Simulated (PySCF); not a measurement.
# C3H5Br2Cl: electronic excitations

Aim: predict the electronic excitations of C3H5Br2Cl (`C[C@](Cl)(Br)CBr`).

The runs use PySCF 2.14.0, with density-fitted response routines of our own; the level of theory stands in each step. All values are computed, except where a source is named. Atoms are numbered from 0 throughout.

## 1. The starting structure

11 atoms, charge 0, multiplicity 1; geometry from: GFN2-xTB.

Bonds of the start (Å): C0–C1 1.51, C1–Cl2 1.79, C1–Br3 2.00, C1–C4 1.51, C4–Br5 1.95, C0–H6 1.09, C0–H7 1.09, C0–H8 1.09, C4–H9 1.09, C4–H10 1.09.

## 2. Ultraviolet spectrum: CAM-B3LYP/def2-SVPD

Job settings and geometry (Å):

```
{"job": {"kind": "uv", "xc": "CAM-B3LYP", "basis": "def2-SVPD", "nstates": 8, "ntriplets": 3}, "charge": 0, "multiplicity": 1}
C     -1.282589    -0.257602     0.113851
C     -0.020799     0.551200    -0.079556
Cl     0.120806     1.795933     1.199606
Br    -0.126784     1.479513    -1.844052
C      1.249593    -0.269066    -0.146404
Br     1.521957    -1.312884     1.474434
H     -2.156621     0.389342     0.084943
H     -1.256434    -0.762381     1.078663
H     -1.371679    -1.002701    -0.675734
H      2.126055     0.369214    -0.257461
H      1.201918    -0.977899    -0.974254
```

With the program's defaults for keys left out, this is: TDDFT CAM-B3LYP/def2-SVPD, vertical, gas phase, core orbitals frozen in the response.

The run is started by

```sh
$ OMP_NUM_THREADS=1 python probes_run.py task.json out
```

This one command runs all jobs of the session in turn.

Log:

```text
coarse grid: 48880 points
cycle   1  E = -5725.1126628789  dE = -1.484e+00  |g| = 5.553e-01  |ddm| = 4.700e+00
cycle   2  E = -5725.0403535780  dE =  7.231e-02  |g| = 8.087e-01  |ddm| = 2.311e+00
cycle   3  E = -5725.1980323165  dE = -1.577e-01  |g| = 6.296e-02  |ddm| = 1.305e+00
cycle   4  E = -5725.1986307578  dE = -5.984e-04  |g| = 2.650e-02  |ddm| = 1.434e-01
cycle   5  E = -5725.1987929913  dE = -1.622e-04  |g| = 5.472e-03  |ddm| = 6.324e-02
cycle   6  E = -5725.1988028277  dE = -9.836e-06  |g| = 1.435e-03  |ddm| = 1.510e-02
final grid: 98384 points
cycle   7  E = -5725.1987438009  dE = -4.886e-07  |g| = 1.278e-03  |ddm| = 6.216e-03
cycle   8  E = -5725.1987438034  dE = -2.567e-09  |g| = 1.342e-03  |ddm| = 4.186e-03
cycle   9  E = -5725.1987441762  dE = -3.728e-07  |g| = 1.075e-04  |ddm| = 2.054e-03
cycle  10  E = -5725.1987441799  dE = -3.740e-09  |g| = 6.239e-05  |ddm| = 3.209e-04
cycle  11  E = -5725.1987441813  dE = -1.373e-09  |g| = 2.119e-05  |ddm| = 2.072e-04
cycle  12  E = -5725.1987441815  dE = -1.473e-10  |g| = 3.337e-06  |ddm| = 4.128e-05
converged SCF energy = -5725.1987441815

Static polarisability (au): isotropic 94.754, principal 79.945 86.746 117.573

Singlet excitations
state   eV       nm        f      main configurations
  1   5.5101    225.0   0.00466   H-2->L 0.37, H->L 0.36, H-1->L 0.12
  2   5.5884    221.9   0.00333   H-3->L 0.41, H-2->L 0.34, H-1->L 0.10
  3   5.9298    209.1   0.00106   H-1->L 0.31, H->L 0.23, H-1->L+1 0.17
  4   6.0771    204.0   0.00164   H-3->L 0.30, H-1->L+1 0.13, H-1->L 0.12
  5   6.7999    182.3   0.00094   H-4->L 0.70, H-4->L+1 0.12
  6   6.8874    180.0   0.03825   H->L+1 0.28, H-5->L 0.22, H-5->L+1 0.09
  7   7.1106    174.4   0.01547   H-5->L 0.22, H-2->L+1 0.16, H-1->L+1 0.16
  8   7.2406    171.2   0.03107   H-5->L 0.30, H-1->L+1 0.24, H-1->L 0.21

Triplet excitations (Tamm-Dancoff, eV): 4.8611 4.9384 5.3162
```

It took 3.3 min on 1 thread of Intel Xeon at 2.50GHz, shared host; peak memory 0.94 GiB.

Frontier orbitals and where they lie:

```csv
orbital,eV,atoms
HOMO−3,-10.02,"Br3 57 %, Br5 29 %, C4 5 %"
HOMO−2,-9.79,"Br3 60 %, Br5 21 %, Cl2 8 %"
HOMO−1,-9.67,"Br5 68 %, Br3 14 %, C4 8 %"
HOMO,-9.59,"Br5 48 %, Br3 23 %, Cl2 20 %"
LUMO,-0.37,"Br3 49 %, C1 24 %, Br5 15 %"
LUMO+1,0.51,"Br5 42 %, Cl2 17 %, C4 15 %"
LUMO+2,0.95,"Cl2 25 %, Br3 15 %, Br5 13 %"
```

With each of the 8 states as a Gaussian band of 0.4 eV half-width at 1/e, the curve within the window shown has maxima at 221 nm (ε 350), 175 nm (ε 3,000) L/(mol cm). Beyond the last state computed it falls off for lack of states. The curve at chosen wavelengths:

(nm, ε (L/mol/cm)): (164, 1023), (168, 1956), (171, 2575), (175, 2951), (178, 2817), (182, 2217), (185, 1635), (189, 939), (192, 570), (196, 294), (199, 208), (203, 185), (206, 205), (210, 251), (213, 290), (217, 333), (220, 350), (224, 345), (227, 321), (231, 268), (234, 221), (238, 158), (241, 117), (245, 74), (248, 50), (252, 28)

Further results of this job:

```csv
property,computed
dipole moment (D),1.49
polarisability (Å³),14.04
HOMO–LUMO gap (eV),9.22
−ε(HOMO) (eV),9.59
```

## 3. Outcome

| quantity | value |
| --- | --- |
| lowest singlet (CAM-B3LYP/def2-SVPD) | 5.51 eV (225 nm), f = 0.005 |
| brightest single state of those computed | state 6, 6.89 eV, f = 0.038 |
| lowest triplet | 4.86 eV |

**Reading.** The lowest singlet, at 5.51 eV, is HOMO−2→LUMO 0.37, HOMO→LUMO 0.36 and is weak; of the 8 states computed, the strongest absorption comes from state 6 at 6.89 eV (the last state computed is bright too, and its partners may lie past the list). The lowest triplet lies 0.65 eV below the lowest singlet (triplets in Tamm-Dancoff, singlets in full TDDFT).
